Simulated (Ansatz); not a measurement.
# AlB17N18: the cost of one run

Program: Ansatz 0.2.0. Level of theory: DFT, PBE, plane-wave PAW, default files, scalar-relativistic. These are calculated values, not measurements.

The COD entry's cell or inner coordinates are ideal or old and differ from later refinements, so a difference from it is no clean test against experiment.

1 further run of the same task is left out (it didn't finish).

## 1. The starting structure

Symmetry: P-6m2, No. 187, hexagonal system. Conventional cell: a = 7.495 Å, b = 7.495 Å, c = 6.636 Å, α = 90.00°, β = 90.00°, γ = 120.00°. Al (site symmetry -6m2) is surrounded by 3 N at 1.44 Å. B (site symmetry m) is surrounded by 3 N at 1.44 Å. B (site symmetry -6m2) has 3 N at 1.44 Å as nearest neighbours. B (site symmetry mm2) is surrounded by 3 N at 1.44 Å. Around N (site symmetry -6m2) lie 3 B at 1.44 Å. Only part of the 14 independent sites is listed.

As a file:

```cif
data_structure
_symmetry_space_group_name_H-M 'P-6m2'
_symmetry_Int_Tables_number 187
_cell_length_a 7.4947
_cell_length_b 7.4947
_cell_length_c 6.6357
_cell_angle_alpha 90.000
_cell_angle_beta 90.000
_cell_angle_gamma 120.000
_cell_volume 322.80
loop_
_atom_site_label
_atom_site_type_symbol
_atom_site_symmetry_multiplicity
_atom_site_Wyckoff_symbol
_atom_site_fract_x
_atom_site_fract_y
_atom_site_fract_z
_atom_site_occupancy
Al1 Al 1 a 0.00000 0.00000 0.00000 1
B1 B 6 l 0.00000 0.33333 0.00000 1
B2 B 1 c 0.33333 0.66667 0.00000 1
B3 B 1 e 0.66667 0.33333 0.00000 1
B4 B 3 k 0.11111 0.88889 0.50000 1
B5 B 3 k 0.11111 0.55556 0.50000 1
B6 B 3 k 0.44444 0.22222 0.50000 1
N1 N 1 b 0.00000 0.00000 0.50000 1
N2 N 6 m 0.00000 0.33333 0.50000 1
N3 N 1 d 0.33333 0.66667 0.50000 1
N4 N 1 f 0.66667 0.33333 0.50000 1
N5 N 3 j 0.11111 0.88889 0.00000 1
N6 N 3 j 0.11111 0.55556 0.00000 1
N7 N 3 j 0.44444 0.22222 0.00000 1
```

Atom 1 of the input is the impurity.

## 2. Gradients at the starting positions

input.yaml reads:

```yaml
crystal:
  lattice:
    - [7.49472, 0.0, 0.0]
    - [-3.74736, 6.4906179144, 0.0]
    - [0.0, 0.0, 6.6357]
  atoms:
    - { symbol: Al, position: [0.1111111111, 0.2222222222, 0.25] }
    - { symbol: B, position: [0.1111111111, 0.5555555556, 0.25] }
    - { symbol: B, position: [0.1111111111, 0.8888888889, 0.25] }
    - { symbol: B, position: [0.4444444444, 0.2222222222, 0.25] }
    - { symbol: B, position: [0.4444444444, 0.5555555556, 0.25] }
    - { symbol: B, position: [0.4444444444, 0.8888888889, 0.25] }
    - { symbol: B, position: [0.7777777778, 0.2222222222, 0.25] }
    - { symbol: B, position: [0.7777777778, 0.5555555556, 0.25] }
    - { symbol: B, position: [0.7777777778, 0.8888888889, 0.25] }
    - { symbol: B, position: [0.2222222222, 0.1111111111, 0.75] }
    - { symbol: B, position: [0.2222222222, 0.4444444444, 0.75] }
    - { symbol: B, position: [0.2222222222, 0.7777777778, 0.75] }
    - { symbol: B, position: [0.5555555556, 0.1111111111, 0.75] }
    - { symbol: B, position: [0.5555555556, 0.4444444444, 0.75] }
    - { symbol: B, position: [0.5555555556, 0.7777777778, 0.75] }
    - { symbol: B, position: [0.8888888889, 0.1111111111, 0.75] }
    - { symbol: B, position: [0.8888888889, 0.4444444444, 0.75] }
    - { symbol: B, position: [0.8888888889, 0.7777777778, 0.75] }
    - { symbol: "N", position: [0.1111111111, 0.2222222222, 0.75] }
    - { symbol: "N", position: [0.1111111111, 0.5555555556, 0.75] }
    - { symbol: "N", position: [0.1111111111, 0.8888888889, 0.75] }
    - { symbol: "N", position: [0.4444444444, 0.2222222222, 0.75] }
    - { symbol: "N", position: [0.4444444444, 0.5555555556, 0.75] }
    - { symbol: "N", position: [0.4444444444, 0.8888888889, 0.75] }
    - { symbol: "N", position: [0.7777777778, 0.2222222222, 0.75] }
    - { symbol: "N", position: [0.7777777778, 0.5555555556, 0.75] }
    - { symbol: "N", position: [0.7777777778, 0.8888888889, 0.75] }
    - { symbol: "N", position: [0.2222222222, 0.1111111111, 0.25] }
    - { symbol: "N", position: [0.2222222222, 0.4444444444, 0.25] }
    - { symbol: "N", position: [0.2222222222, 0.7777777778, 0.25] }
    - { symbol: "N", position: [0.5555555556, 0.1111111111, 0.25] }
    - { symbol: "N", position: [0.5555555556, 0.4444444444, 0.25] }
    - { symbol: "N", position: [0.5555555556, 0.7777777778, 0.25] }
    - { symbol: "N", position: [0.8888888889, 0.1111111111, 0.25] }
    - { symbol: "N", position: [0.8888888889, 0.4444444444, 0.25] }
    - { symbol: "N", position: [0.8888888889, 0.7777777778, 0.25] }
kpoints:
  mp_grid: { grid: [3, 3, 3] }
scf:
  occupations: { method: fermi_dirac, width: 0.01 }
hamiltonian:
  xc: pbe
  pseudopotentials: { kind: paw }
output:
  forces: true
  stress: true
  populations: true
  efg:
    quadrupole_moments_barn: { Al: 0.1466, B: 0.04059, "N": 0.02044 }
    contact_densities: true
```

Launch:

```
> ansatz run input.yaml --threads 1 --pin off --max-ram 3072MiB --backend cpu --events-out ev --progress --plain --runs-dir out
```

**Question.** How long does this run take on 1 thread of Arm Neoverse V2, shared host, and how much memory does it need?

About 30 s, with a peak of 0.6 GiB.
